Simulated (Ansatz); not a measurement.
# CH4F2O2Si: molecular dynamics

The plan is to follow the molecule's vibrations and see whether its bonds hold. The start is relaxed first. Runs: 500 steps of 0.5 fs under a Langevin thermostat at 700 K. SMILES of the start: CO[Si](O)(F)F.

Program: Ansatz 0.2.0. Level of theory: RKS PBE0-D4/def2-SVP. These are calculated values, not measurements.

**1. The structure to begin with**

Bond lengths: Si1–O2 1.680 Å, O2–H3 1.010 Å, Si1–F4 1.590 Å, Si1–F5 1.589 Å, Si1–O6 1.679 Å, O6–C7 1.420 Å, C7–H8 1.110 Å, C7–H9 1.110 Å, C7–H10 1.110 Å. Angles: Si1–O2–H3 109.5°, O2–Si1–F4 109.5°, O2–Si1–F5 109.5°, O2–Si1–O6 109.5°, F4–Si1–F5 109.5°, F4–Si1–O6 109.5°, F5–Si1–O6 109.5°, Si1–O6–C7 125.0°, O6–C7–H8 109.5°, O6–C7–H9 109.5°, O6–C7–H10 109.5°, H8–C7–H9 109.4°, H8–C7–H10 109.4°, H9–C7–H10 109.4°.

As a file:

```xyz
10

Si    0.0000    0.0000    0.0000
O     0.0000    0.0000    1.6800
H    -0.9095   -0.2814    2.0171
F     1.4994    0.0000   -0.5295
F    -0.7489    1.2974   -0.5295
O    -0.7913   -1.3709   -0.5594
C    -1.5365   -2.2685    0.2501
H    -1.2251   -2.1576    1.3097
H    -2.6187   -2.0400    0.1571
H    -1.3490   -3.3106   -0.0830
```

**2. Preparing the start**

input.yaml reads:

```yaml
crystal:
  periodic: [false, false, false]
  atoms:
    - { symbol: Si, position_ang: [0.0, 0.0, 0.0] }
    - { symbol: O, position_ang: [0.0, 0.0, 1.68] }
    - { symbol: H, position_ang: [-0.9095, -0.2814, 2.0171] }
    - { symbol: F, position_ang: [1.4994, 0.0, -0.5295] }
    - { symbol: F, position_ang: [-0.7489, 1.2974, -0.5295] }
    - { symbol: O, position_ang: [-0.7913, -1.3709, -0.5594] }
    - { symbol: C, position_ang: [-1.5365, -2.2685, 0.2501] }
    - { symbol: H, position_ang: [-1.2251, -2.1576, 1.3097] }
    - { symbol: H, position_ang: [-2.6187, -2.04, 0.1571] }
    - { symbol: H, position_ang: [-1.349, -3.3106, -0.083] }
basis:
  gaussian: { orbitals: def2-SVP }
hamiltonian:
  xc: pbe0
  dispersion: d4
relax:
  f_tol: 0.02
  max_steps: 40
```

Launch:

```console
$ ansatz run input.yaml --threads 4 --pin off --max-ram 5120MiB --backend cpu --events-out ev --progress --plain --runs-dir out
```

Further steps of the session: The run.

**Question.** What will these runs give? Wanted: relaxation of the start; temperature, first and last step; temperature, second half; potential energy, second half; bonds formed or broken.

The runs gave:

| quantity | value |
| --- | --- |
| relaxation of the start | 18 moves, 0.283 eV lower |
| length | 500 steps of 0.5 fs |
| temperature, first and last step | 630 and 889 K |
| temperature, second half | mean 721 K, from 401 to 1026 K |
| potential energy, second half | +70 meV/atom from the start |
| bonds formed or broken | 0 |

In words: Against a set 700 K the second half averages 721 K with a spread of 138 K. The bonding pattern survives the run. 250 fs on 10 atoms is far too short and small for converged averages. The nuclei move classically, without zero-point motion, which matters most for hydrogen.
